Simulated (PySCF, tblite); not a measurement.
**H₅O₅PSi₂, a small gas-phase stand-in for a defect centre: NMR shifts, core binding energies and electronic excitations**

Wanted: the NMR shifts, core binding energies and electronic excitations for `O=P(O)(O)O[Si]O[SiH3]`. It is drawn as: twofold Si.

Programs: tblite 0.8.0 and PySCF 2.14.0. All values are calculated, for the isolated system unless a continuum is named. Atoms count from 0, parts from 1.

## 1. The system as given

13 atoms, charge 0, multiplicity 1; geometry: distance geometry start.

## 2. Geometry optimisation with GFN2-xTB

What the job is given:

```
{"job": {"kind": "relax", "xc": "GFN2-xTB", "basis": "xTB"}, "charge": 0, "multiplicity": 1}
Si    -2.215082     0.488670    -0.583621
O     -3.583224     1.065124     0.382529
Si    -3.457083     1.615758     2.062936
O     -0.697742     0.053190    -1.379116
P      0.871910     0.312110    -0.667010
O      1.994806    -0.814647    -1.370759
O      1.423117     1.907371    -0.941428
O      0.793227     0.005418     1.049489
H     -3.687613     0.525234     2.937592
H     -2.151325     2.149218     2.303704
H     -4.445300     2.640910     2.287707
H      2.336830     2.175454    -1.054492
H     -0.018330     0.145851     1.598744
```

Level: GFN2-xTB geometry optimisation, gas phase.

On the command line:

```console
OMP_NUM_THREADS=1 python cluster_run.py task.json out
```

This one command runs all jobs of the session in turn.

What it wrote:

```text
step      E/eV     max force
  0    -787.35286    8.004
  1    -789.70563    4.073
  2    -789.74507   21.024
  3    -791.28260    2.429
  4    -791.69152    1.935
  5    -792.12156    2.151
  6    -792.34088    1.738
  7    -792.54629    1.099
  8    -792.62658    0.898
  9    -792.73691    0.713
 10    -792.78734    0.791
 11    -792.85091    0.710
 12    -792.89706    0.770
 13    -792.93202    0.419
 14    -792.95472    0.639
 15    -792.97767    0.514
 16    -792.99232    0.389
 17    -793.00215    0.266
 18    -793.01276    0.482
 19    -793.02526    0.576
 20    -793.03666    0.388
 21    -793.04488    0.244
 22    -793.05159    0.315
 23    -793.05864    0.489
 24    -793.06569    0.432
 25    -793.07048    0.191
 26    -793.07404    0.166
 27    -793.07803    0.362
 28    -793.08419    0.570
 29    -793.09227    0.550
 30    -793.10232    0.246
 31    -793.10729    0.236
 32    -793.11268    0.302
 33    -793.11577    0.412
 34    -793.11903    0.254
 35    -793.12213    0.112
 36    -793.12386    0.120
 37    -793.12506    0.105
 38    -793.12701    0.107
 39    -793.12893    0.120
 40    -793.13035    0.108
 41    -793.13125    0.110
 42    -793.13208    0.117
 43    -793.13348    0.106
 44    -793.13482    0.123
 45    -793.13641    0.097
 46    -793.13817    0.113
 47    -793.14021    0.136
 48    -793.14243    0.129
 49    -793.14457    0.146
 50    -793.14665    0.135
 51    -793.14903    0.120
 52    -793.15172    0.137
 53    -793.15445    0.127
 54    -793.15713    0.141
 55    -793.15977    0.260
 56    -793.16311    0.293
 57    -793.16849    0.270
 58    -793.17552    0.188
 59    -793.17913    0.205
 60    -793.18128    0.139
 61    -793.18243    0.105
 62    -793.18310    0.075
 63    -793.18366    0.074
 64    -793.18453    0.074
 65    -793.18488    0.044
 66    -793.18517    0.115
 67    -793.18550    0.051
 68    -793.18592    0.052
 69    -793.18653    0.129
 70    -793.18690    0.120
 71    -793.18754    0.076
 72    -793.18808    0.075
 73    -793.18886    0.067
 74    -793.18949    0.057
 75    -793.18995    0.058
 76    -793.19025    0.029
 77    -793.19041    0.034
 78    -793.19054    0.051
 79    -793.19066    0.034
 80    -793.19077    0.026
 81    -793.19085    0.031
 82    -793.19105    0.037
 83    -793.19124    0.040
 84    -793.19145    0.062
 85    -793.19168    0.074
 86    -793.19199    0.074
 87    -793.19246    0.094
 88    -793.19306    0.091
 89    -793.19356    0.059
 90    -793.19384    0.032
 91    -793.19398    0.032
 92    -793.19412    0.057
 93    -793.19435    0.070
 94    -793.19472    0.075
 95    -793.19545    0.099
 96    -793.19602    0.050
 97    -793.19636    0.119
 98    -793.19677    0.046
 99    -793.19716    0.047
100    -793.19766    0.072
101    -793.19809    0.071
102    -793.19859    0.069
103    -793.19930    0.108
104    -793.20049    0.103
105    -793.20210    0.120
106    -793.20339    0.100
107    -793.20425    0.077
108    -793.20457    0.079
109    -793.20486    0.049
110    -793.20520    0.040
111    -793.20534    0.032
112    -793.20550    0.028
113    -793.20557    0.020
114    -793.20565    0.022
115    -793.20573    0.031
116    -793.20583    0.031
117    -793.20595    0.035
118    -793.20609    0.031
119    -793.20625    0.036
120    -793.20645    0.045
121    -793.20674    0.069
122    -793.20724    0.094
123    -793.20804    0.098
124    -793.20908    0.088
125    -793.21005    0.083
126    -793.21079    0.086
127    -793.21139    0.169
128    -793.21174    0.138
129    -793.21308    0.104
130    -793.21430    0.261
131    -793.21439    0.275
132    -793.21697    0.112
133    -793.21856    0.304
134    -793.22084    0.137
135    -793.22327    0.226
136    -793.22495    0.080
137    -793.22577    0.167
138    -793.22634    0.134
139    -793.22700    0.055
140    -793.22752    0.058
141    -793.22788    0.063
142    -793.22837    0.059
143    -793.22864    0.058
144    -793.22895    0.056
145    -793.22916    0.034
146    -793.22939    0.036
147    -793.22953    0.036
148    -793.22972    0.033
149    -793.22992    0.030
150    -793.23011    0.029
151    -793.23030    0.036
152    -793.23053    0.050
153    -793.23075    0.037
154    -793.23096    0.056
155    -793.23109    0.039
156    -793.23130    0.041
157    -793.23170    0.047
158    -793.23201    0.051
159    -793.23215    0.072
160    -793.23214    0.112
161    -793.23281    0.119
162    -793.23305    0.031
163    -793.23340    0.042
164    -793.23359    0.099
165    -793.23402    0.042
166    -793.23425    0.045
167    -793.23468    0.061
168    -793.23488    0.039
169    -793.23498    0.041
170    -793.23513    0.041
171    -793.23521    0.035
172    -793.23532    0.028
173    -793.23544    0.025
174    -793.23562    0.027
175    -793.23581    0.026
176    -793.23596    0.026
177    -793.23605    0.024
178    -793.23612    0.022
179    -793.23620    0.024
180    -793.23630    0.023
181    -793.23641    0.027
182    -793.23652    0.027
183    -793.23661    0.031
184    -793.23671    0.042
185    -793.23688    0.048
186    -793.23715    0.054
187    -793.23747    0.052
188    -793.23773    0.039
189    -793.23790    0.030
190    -793.23805    0.033
191    -793.23819    0.033
192    -793.23834    0.026
193    -793.23847    0.027
194    -793.23855    0.022
195    -793.23861    0.023
196    -793.23864    0.016
197    -793.23866    0.010
198    -793.23867    0.011
199    -793.23868    0.009
200    -793.23868    0.006
```

Wall time 4.2 s (1 thread of Intel Xeon 6975P-C, shared host).

Along the way:

| step | energy from step 0 (eV) | largest force (eV/Å) |
| --- | --- | --- |
| 0 | 0.0000 | 8.0035 |
| 8 | -5.2737 | 0.8984 |
| 16 | -5.6395 | 0.3889 |
| 24 | -5.7128 | 0.4320 |
| 32 | -5.7598 | 0.3022 |
| 40 | -5.7775 | 0.1076 |
| 48 | -5.7896 | 0.1285 |
| 56 | -5.8102 | 0.2922 |
| 64 | -5.8317 | 0.0738 |
| 72 | -5.8352 | 0.0749 |
| 80 | -5.8379 | 0.0259 |
| 88 | -5.8402 | 0.0912 |
| 96 | -5.8432 | 0.0496 |
| 104 | -5.8476 | 0.1029 |
| 112 | -5.8526 | 0.0283 |
| 120 | -5.8536 | 0.0456 |
| 128 | -5.8589 | 0.1379 |
| 136 | -5.8721 | 0.0797 |
| 144 | -5.8761 | 0.0560 |
| 152 | -5.8777 | 0.0494 |
| 160 | -5.8793 | 0.1116 |
| 168 | -5.8820 | 0.0386 |
| 176 | -5.8831 | 0.0264 |
| 184 | -5.8839 | 0.0428 |
| 192 | -5.8855 | 0.0263 |
| 200 | -5.8858 | 0.0061 |

Distances of close pairs at the start and the end, largest changes first:

```
  bond  before (Å)  after (Å)  change (Å)
 P4–O5       1.739      1.451      -0.289
 O3–P4       1.743      1.576      -0.167
 P4–O7       1.745      1.586      -0.159
Si0–O1       1.771      1.617      -0.154
O1–Si2       1.773      1.630      -0.143
Si0–O3       1.768      1.632      -0.136
 P4–O6       1.710      1.612      -0.098
Si2–H8       1.417      1.470      +0.053
```

## 3. Geometry optimisation at PBE0-D3(BJ)/def2-SVP

What the job is given:

```
{"job": {"xc": "PBE0", "basis": "def2-SVP", "d3": "d3bj", "grid": 2, "kind": "geom", "shake": 0.01}, "charge": 0, "multiplicity": 1}
Si    -1.454081    -0.586475    -1.731962
O     -1.743399     0.145469    -0.309902
Si    -1.486885     0.954992     1.073048
O      0.151287    -0.916199    -1.745430
P      1.393279    -0.782318    -0.840802
O      2.653558    -1.004085    -1.509899
O      1.279560     0.704365    -0.207626
O      1.128725    -1.723263     0.400913
H     -0.608965     0.147194     1.970871
H     -0.886115     2.248197     0.761490
H     -2.815120     1.051417     1.664967
H      2.074403     1.180931    -0.423807
H      0.323961    -1.437597     0.905542
```

What it wrote:

```text
step   0  E = -1298.29971461  max force = 0.042356
step   1  E = -1298.31236875  max force = 0.012655
step   2  E = -1298.31321717  max force = 0.002797
step   3  E = -1298.31338723  max force = 0.002698
step   4  E = -1298.31341654  max force = 0.001940
step   5  E = -1298.31345816  max force = 0.001888
step   6  E = -1298.31355995  max force = 0.000843
step   7  E = -1298.31360703  max force = 0.000673
step   8  E = -1298.31365434  max force = 0.000757
step   9  E = -1298.31366863  max force = 0.000990
step  10  E = -1298.31367430  max force = 0.000586
step  11  E = -1298.31367783  max force = 0.000336
optimisation converged
```

Wall time 2 min (1 thread of Intel Xeon 6975P-C, shared host); peak memory 0.78 GiB.

The steps of the relaxation:

| step | energy from step 0 (eV) | largest force component (eV/Å) |
| --- | --- | --- |
| 0 | 0.0000 | 2.1780 |
| 1 | -0.3443 | 0.6507 |
| 2 | -0.3674 | 0.1438 |
| 3 | -0.3721 | 0.1387 |
| 4 | -0.3728 | 0.0998 |
| 5 | -0.3740 | 0.0971 |
| 6 | -0.3768 | 0.0433 |
| 7 | -0.3780 | 0.0346 |
| 8 | -0.3793 | 0.0389 |
| 9 | -0.3797 | 0.0509 |
| 10 | -0.3799 | 0.0301 |
| 11 | -0.3800 | 0.0173 |

Close pairs (by a distance rule), those that changed most:

| bond | before (Å) | after (Å) | change (Å) |
| --- | --- | --- | --- |
| O3–P4 | 1.542 | 1.603 | +0.061 |
| Si0–O3 | 1.639 | 1.697 | +0.058 |
| O1–Si2 | 1.623 | 1.665 | +0.042 |
| Si0–O1 | 1.625 | 1.659 | +0.034 |
| Si2–H10 | 1.457 | 1.489 | +0.032 |
| Si2–H9 | 1.460 | 1.486 | +0.027 |
| P4–O7 | 1.580 | 1.606 | +0.025 |
| O7–H12 | 0.992 | 0.968 | -0.024 |

The final coordinates are the input of the step that follows.

```csv
at the end point,value
point group (found at 0.08 Å tolerance),C1
"rotational constants (GHz, main isotopes)","1.976, 0.917, 0.734"
dipole moment (D),4.77
```

## 4. NMR shieldings: PBE0/pcSseg-1

What the job is given:

```
{"job": {"kind": "nmr", "xc": "PBE0", "basis": "pcSseg-1"}, "charge": 0, "multiplicity": 1}
Si    -1.400079    -0.395185    -1.699355
O     -1.574834     0.230065    -0.172499
Si    -1.390620     0.999999     1.292082
O      0.246289    -0.807932    -1.708246
P      1.544296    -0.705332    -0.772613
O      2.826966    -1.044890    -1.396360
O      1.412551     0.824923    -0.236207
O      1.183942    -1.592521     0.516127
H     -0.405361     0.230267     2.119353
H     -0.911574     2.393883     1.099154
H     -2.698822     0.992788     2.003015
H      2.290202     1.222469    -0.159195
H      0.556476    -1.156774     1.110315
```

Level: GIAO PBE0/pcSseg-1 NMR shielding, non-relativistic, gas phase.

What it wrote:

```text
coarse grid: 13408 points
cycle   1  E = -1298.3529355779  dE =  1.449e+00  |g| = 1.456e+00  |ddm| = 3.590e+00
cycle   2  E = -1297.7204004806  dE =  6.325e-01  |g| = 2.326e+00  |ddm| = 2.401e+00
cycle   3  E = -1298.7042760181  dE = -9.839e-01  |g| = 3.381e-01  |ddm| = 1.699e+00
cycle   4  E = -1298.7240581481  dE = -1.978e-02  |g| = 8.966e-02  |ddm| = 2.458e-01
cycle   5  E = -1298.7252534021  dE = -1.195e-03  |g| = 2.922e-02  |ddm| = 5.936e-02
cycle   6  E = -1298.7253918281  dE = -1.384e-04  |g| = 8.835e-03  |ddm| = 2.107e-02
cycle   7  E = -1298.7254053776  dE = -1.355e-05  |g| = 1.294e-03  |ddm| = 6.069e-03
cycle   8  E = -1298.7254057077  dE = -3.302e-07  |g| = 2.964e-04  |ddm| = 1.383e-03
final grid: 118680 points
cycle   9  E = -1298.8205147678  dE = -2.157e-05  |g| = 1.078e-02  |ddm| = 2.059e-02
cycle  10  E = -1298.8204910476  dE =  2.372e-05  |g| = 1.587e-02  |ddm| = 1.420e-02
cycle  11  E = -1298.8205329689  dE = -4.192e-05  |g| = 1.475e-03  |ddm| = 9.161e-03
cycle  12  E = -1298.8205333399  dE = -3.710e-07  |g| = 3.585e-04  |ddm| = 1.070e-03
cycle  13  E = -1298.8205333590  dE = -1.910e-08  |g| = 1.257e-04  |ddm| = 2.550e-04
cycle  14  E = -1298.8205333615  dE = -2.477e-09  |g| = 4.522e-05  |ddm| = 9.776e-05
cycle  15  E = -1298.8205333618  dE = -3.297e-10  |g| = 8.637e-06  |ddm| = 3.191e-05
converged SCF energy = -1298.8205333618

GIAO shielding tensors (ppm)
atom      isotropic    diamagn.    paramagn.     s11        s22        s33       span
  0 Si     330.987     878.397    -547.410    112.889    344.501    535.572    422.683
  1 O      176.773     402.026    -225.253     38.927    227.482    263.911    224.984
  2 Si     396.257     879.421    -483.165    356.695    378.424    453.651     96.955
  3 O       90.359     404.452    -314.093    -68.313    111.915    227.476    295.789
  4 P      333.285     966.511    -633.226    232.681    254.321    512.852    280.171
  5 O      178.348     393.137    -214.789    139.948    164.558    230.538     90.590
  6 O      211.029     397.725    -186.696    165.801    174.441    292.845    127.044
  7 O      211.881     393.884    -182.003    167.776    191.224    276.642    108.867
  8 H       26.234      31.753      -5.520     22.059     26.935     29.707      7.648
  9 H       26.113      29.553      -3.439     22.963     24.710     30.666      7.703
 10 H       26.158      27.988      -1.830     22.818     24.331     31.326      8.508
 11 H       27.883      31.359      -3.476     20.706     23.247     39.696     18.990
 12 H       27.230      36.146      -8.916     19.050     24.017     38.623     19.573
```

Wall time 20 s (1 thread of Intel Xeon 6975P-C, shared host); peak memory 0.89 GiB.

Shifts follow as δ = σ(reference) − σ, with reference shieldings (ppm) from runs at the same level and on the same kind of geometry: $^{1}$H TMS 31.27, $^{29}$Si TMS 352.0, $^{17}$O H2O 334.6, $^{31}$P H3PO4 310.1. The references are single molecules in the gas phase, so shifts against H2O, NH3, PH3, H3PO4 or CFCl3 are not on the usual liquid scales and can be off by tens of ppm.

```csv
atoms,environment,σ (ppm),δ (ppm)
H9,hydrogen on a silicon bonded to O,26.11,5.15
H10,hydrogen on a silicon bonded to O,26.16,5.11
H8,hydrogen on a silicon bonded to O,26.23,5.03
H12,hydrogen on an oxygen bonded to P,27.23,4.04
H11,hydrogen on an oxygen bonded to P,27.88,3.38
Si0,silicon bonded to 2 O,331.0,21.0
Si2,"silicon bonded to O, 3 H",396.3,-44.3
O3,"oxygen bonded to P, Si",90.4,244.2
O1,oxygen bonded to 2 Si,176.8,157.8
O5,oxygen bonded to P,178.3,156.2
O6,"oxygen bonded to P, H",211.0,123.5
O7,"oxygen bonded to P, H",211.9,122.7
P4,phosphorus bonded to 4 O,333.3,-23.2
```

The run also stored atomic charges by several schemes (e):

```csv
atoms,Mulliken,IAO,Hirshfeld,ESP fit
Si0,0.78,0.87,0.37,0.07
O1,-0.75,-0.84,-0.31,-0.13
Si2,0.73,0.84,0.39,0.52
O3,-0.70,-0.82,-0.27,-0.20
P4,1.36,1.99,0.55,0.99
O5,-0.57,-0.87,-0.39,-0.60
O6,-0.54,-0.76,-0.23,-0.56
O7,-0.50,-0.74,-0.24,-0.53
```

Mayer bond orders: Si0–O1 0.95, O1–Si2 0.86, Si0–O3 0.84, O3–P4 0.96, P4–O5 1.94, P4–O6 0.99, P4–O7 1.04.

## 5. Core-electron binding energies: SCAN, X2C

Same as in step 4 but for these lines:

```diff
@@ -1,2 +1,2 @@
-{"job": {"kind": "nmr", "xc": "PBE0", "basis": "pcSseg-1"}, "charge": 0, "multiplicity": 1}
+{"job": {"kind": "xps", "holes": 5}, "charge": 0, "multiplicity": 1}
 Si    -1.400079    -0.395185    -1.699355
```

With the program's defaults for keys left out, this is: delta-SCF UKS SCAN, pcX-2 on the ionised atom, pcseg-1 elsewhere, spin-free X2C.

What it wrote:

```text
ground state, core basis on atom 0 (Si), 191 functions
  cycle   1  E = -1301.25564024  |g| = 1.40e+00
  cycle   2  E = -1300.00146669  |g| = 2.81e+00
  cycle   3  E = -1301.57590276  |g| = 5.00e-01
  cycle   4  E = -1301.62285414  |g| = 1.46e-01
  cycle   5  E = -1301.62618984  |g| = 6.32e-02
  cycle   6  E = -1301.62694455  |g| = 1.86e-02
  cycle   7  E = -1301.62701063  |g| = 4.78e-03
  cycle   8  E = -1301.62701472  |g| = 1.11e-03
  cycle   9  E = -1301.62701503  |g| = 6.52e-04
  cycle  10  E = -1301.62701605  |g| = 2.19e-04
  E(ground) = -1301.69503094 Eh
hole in Si 2p of atom 0
  cycle   1  E = -1297.29842083  |g| = 1.22e+00
  cycle   2  E = -1291.53357985  |g| = 2.69e+00
  cycle   3  E = -1296.84318230  |g| = 1.30e+00
  cycle   4  E = -1297.55189220  |g| = 3.02e-01
  cycle   5  E = -1297.52940939  |g| = 4.33e-01
  cycle   6  E = -1297.60885201  |g| = 8.53e-02
  cycle   7  E = -1297.61019235  |g| = 7.69e-02
  cycle   8  E = -1297.61255378  |g| = 1.87e-02
  cycle   9  E = -1297.61266177  |g| = 9.74e-03
  cycle  10  E = -1297.61270587  |g| = 1.23e-03
  cycle  11  E = -1297.61270610  |g| = 8.50e-04
  cycle  12  E = -1297.61270844  |g| = 3.90e-04
  E(ion) = -1297.69119143 Eh   <S^2> = 0.7630   hole on atom = 1.003   binding energy = 108.950 eV
  2p3/2 = 108.656 eV   2p1/2 = 109.290 eV
ground state, core basis on atom 1 (O), 180 functions
  cycle   1  E = -1301.55581204  |g| = 1.14e-01
  cycle   2  E = -1301.55222784  |g| = 1.56e-01
  cycle   3  E = -1301.55612305  |g| = 5.54e-02
  cycle   4  E = -1301.55667283  |g| = 9.37e-03
  cycle   5  E = -1301.55669006  |g| = 2.45e-03
  cycle   6  E = -1301.55669259  |g| = 6.97e-04
  cycle   7  E = -1301.55669307  |g| = 3.04e-04
  E(ground) = -1301.66281789 Eh
hole in O 1s of atom 1
  cycle   1  E = -1280.92480793  |g| = 2.24e+00
  cycle   2  E = -1279.90725330  |g| = 2.43e+00
  cycle   3  E = -1281.49081348  |g| = 7.90e-01
  cycle   4  E = -1281.55687091  |g| = 7.22e-01
  cycle   5  E = -1281.75288563  |g| = 1.77e-01
  cycle   6  E = -1281.76178897  |g| = 1.09e-01
  cycle   7  E = -1281.76632664  |g| = 3.00e-02
  cycle   8  E = -1281.76664762  |g| = 8.38e-03
  cycle   9  E = -1281.76667024  |g| = 3.24e-03
  cycle  10  E = -1281.76667438  |g| = 1.04e-03
  cycle  11  E = -1281.76667422  |g| = 5.45e-04
  cycle  12  E = -1281.76667434  |g| = 2.08e-04
  E(ion) = -1281.87355224 Eh   <S^2> = 0.7631   hole on atom = 1.000   binding energy = 538.493 eV
ground state, core basis on atom 2 (Si), 191 functions
  cycle   1  E = -1301.61752993  |g| = 3.10e-01
  cycle   2  E = -1301.60992628  |g| = 2.33e-01
  cycle   3  E = -1301.61098916  |g| = 2.14e-01
  cycle   4  E = -1301.61988867  |g| = 2.92e-02
  cycle   5  E = -1301.62002939  |g| = 1.13e-02
  cycle   6  E = -1301.62005399  |g| = 1.58e-03
  cycle   7  E = -1301.62005299  |g| = 9.13e-04
  cycle   8  E = -1301.62005657  |g| = 3.29e-04
  E(ground) = -1301.68782790 Eh
hole in Si 2p of atom 2
  cycle   1  E = -1297.30440305  |g| = 1.23e+00
  cycle   2  E = -1294.93613273  |g| = 2.02e+00
  cycle   3  E = -1297.12668889  |g| = 1.04e+00
  cycle   4  E = -1297.59390891  |g| = 2.23e-01
  cycle   5  E = -1297.60661484  |g| = 2.15e-01
  cycle   6  E = -1297.62457230  |g| = 4.34e-02
  cycle   7  E = -1297.62512161  |g| = 2.47e-02
  cycle   8  E = -1297.62535978  |g| = 5.17e-03
  cycle   9  E = -1297.62536982  |g| = 2.32e-03
  cycle  10  E = -1297.62537103  |g| = 7.99e-04
  cycle  11  E = -1297.62537067  |g| = 4.92e-04
  E(ion) = -1297.70466484 Eh   <S^2> = 0.7520   hole on atom = 1.003   binding energy = 108.387 eV
  2p3/2 = 108.135 eV   2p1/2 = 108.760 eV
ground state, core basis on atom 3 (O), 180 functions
  cycle   1  E = -1301.55574614  |g| = 1.14e-01
  cycle   2  E = -1301.55240390  |g| = 1.54e-01
  cycle   3  E = -1301.55613599  |g| = 5.70e-02
  cycle   4  E = -1301.55668358  |g| = 1.50e-02
  cycle   5  E = -1301.55673083  |g| = 4.55e-03
  cycle   6  E = -1301.55673108  |g| = 7.65e-04
  cycle   7  E = -1301.55673326  |g| = 3.22e-04
  E(ground) = -1301.66254780 Eh
hole in O 1s of atom 3
  cycle   1  E = -1280.91575078  |g| = 2.24e+00
  cycle   2  E = -1280.00044760  |g| = 2.45e+00
  cycle   3  E = -1281.51375407  |g| = 7.86e-01
  cycle   4  E = -1281.57443606  |g| = 6.82e-01
  cycle   5  E = -1281.74589034  |g| = 1.64e-01
  cycle   6  E = -1281.75424872  |g| = 7.82e-02
  cycle   7  E = -1281.75636337  |g| = 1.95e-02
  cycle   8  E = -1281.75647209  |g| = 1.04e-02
  cycle   9  E = -1281.75651430  |g| = 1.72e-03
  cycle  10  E = -1281.75651673  |g| = 1.32e-03
  cycle  11  E = -1281.75651779  |g| = 3.57e-04
  E(ion) = -1281.86259864 Eh   <S^2> = 0.7632   hole on atom = 1.000   binding energy = 538.784 eV
ground state, core basis on atom 4 (P), 191 functions
  cycle   1  E = -1301.68081131  |g| = 3.67e-01
  cycle   2  E = -1301.67293875  |g| = 2.47e-01
  cycle   3  E = -1301.67282823  |g| = 2.41e-01
  cycle   4  E = -1301.68361340  |g| = 4.52e-02
  cycle   5  E = -1301.68399567  |g| = 1.04e-02
  cycle   6  E = -1301.68401491  |g| = 2.81e-03
  cycle   7  E = -1301.68401767  |g| = 1.10e-03
  cycle   8  E = -1301.68401895  |g| = 4.20e-04
  E(ground) = -1301.75899899 Eh
hole in P 2p of atom 4
  cycle   1  E = -1296.14042160  |g| = 1.41e+00
  cycle   2  E = -1295.16750801  |g| = 1.92e+00
  cycle   3  E = -1296.34066871  |g| = 6.16e-01
  cycle   4  E = -1296.47278452  |g| = 3.05e-01
  cycle   5  E = -1296.49881933  |g| = 1.62e-01
  cycle   6  E = -1296.50960521  |g| = 3.70e-02
  cycle   7  E = -1296.51006794  |g| = 1.59e-02
  cycle   8  E = -1296.51014598  |g| = 7.64e-03
  cycle   9  E = -1296.51016888  |g| = 2.39e-03
  cycle  10  E = -1296.51017216  |g| = 8.28e-04
  cycle  11  E = -1296.51017152  |g| = 5.91e-04
  cycle  12  E = -1296.51017176  |g| = 2.03e-04
  E(ion) = -1296.59767433 Eh   <S^2> = 0.7529   hole on atom = 1.002   binding energy = 140.447 eV
  2p3/2 = 140.220 eV   2p1/2 = 141.115 eV
```

Wall time 34 s (1 thread of Intel Xeon 6975P-C, shared host); peak memory 0.7 GiB.

Binding energies by hole, beside the orbital energy of the ground state; the difference holds orbital relaxation and, for a density functional, its self-interaction error:

```csv
hole,stands for,environment,ΔSCF (eV; 2p as the shell's mean),−ε (eV),⟨S²⟩
Si2p on Si0,Si0,silicon bonded to 2 O,108.87,97.8,0.763
O1s on O1,O1,oxygen bonded to 2 Si,538.49,517.4,0.763
Si2p on Si2,Si2,"silicon bonded to O, 3 H",108.34,97.5,0.752
O1s on O3,O3,"oxygen bonded to P, Si",538.78,517.6,0.763
P2p on P4,P4,phosphorus bonded to 4 O,140.52,129.0,0.753
```

With the spin-orbit splitting: Si0 2p3/2 108.66, 2p1/2 109.29 eV; Si2 2p3/2 108.13, 2p1/2 108.76 eV; P4 2p3/2 140.22, 2p1/2 141.12 eV. The table gives each 2p level as the mean over the whole 2p shell (two parts 2p3/2, one part 2p1/2), which differs a little from the single hole in the log.

[end of part 1 of 2]
